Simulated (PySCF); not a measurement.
# C5H8Si: the cost of one run

Computed with PySCF 2.14.0, with density-fitted response routines of our own, on a single molecule in the gas phase. Atoms count from 0, in the outputs and in this text.

## Step 1: The starting structure

14 atoms, charge 0, multiplicity 1; geometry from: PBE0-D3(BJ)/def2-SVP.

Bonds of the start (Å): C0–C1 1.22, C1–C2 1.43, C2–C3 1.35, C2–Si4 1.89, Si4–C5 1.87, C0–H6 1.07, C3–H7 1.09, C3–H8 1.09, Si4–H9 1.50, Si4–H10 1.50, C5–H11 1.10, C5–H12 1.10, C5–H13 1.10.

## Step 2: Shielding tensors: PBE0/6-31G*

What the job is given:

```
{"job": {"kind": "nmr", "xc": "PBE0", "basis": "6-31G*", "pop": true}, "charge": 0, "multiplicity": 1}
C     -1.018235     2.208136     1.271691
C     -1.007855     1.276518     0.490957
C     -0.924294     0.140530    -0.365955
C     -1.667160     0.023892    -1.483746
Si     0.313253    -1.197122     0.145625
C      2.032842    -0.468000     0.306055
H     -1.043630     3.042983     1.947039
H     -2.379047     0.798082    -1.787915
H     -1.581696    -0.857230    -2.126170
H     -0.119068    -1.780325     1.453498
H      0.266323    -2.265305    -0.901108
H      2.761697    -1.239325     0.598886
H      2.359810    -0.024871    -0.646679
H      2.038784     0.321792     1.072868
```

Method: GIAO PBE0/6-31G* NMR shielding, non-relativistic, gas phase.

Started as:

```bash
OMP_NUM_THREADS=1 python probes_run.py task.json out
```

The driver reads the jobs from task.json and runs them one after another.

**Question.** How long does this first job take on 1 thread of Arm Neoverse V1, shared host, and how much memory does it need?

About 9.5 s, with a peak of 0.6 GiB.
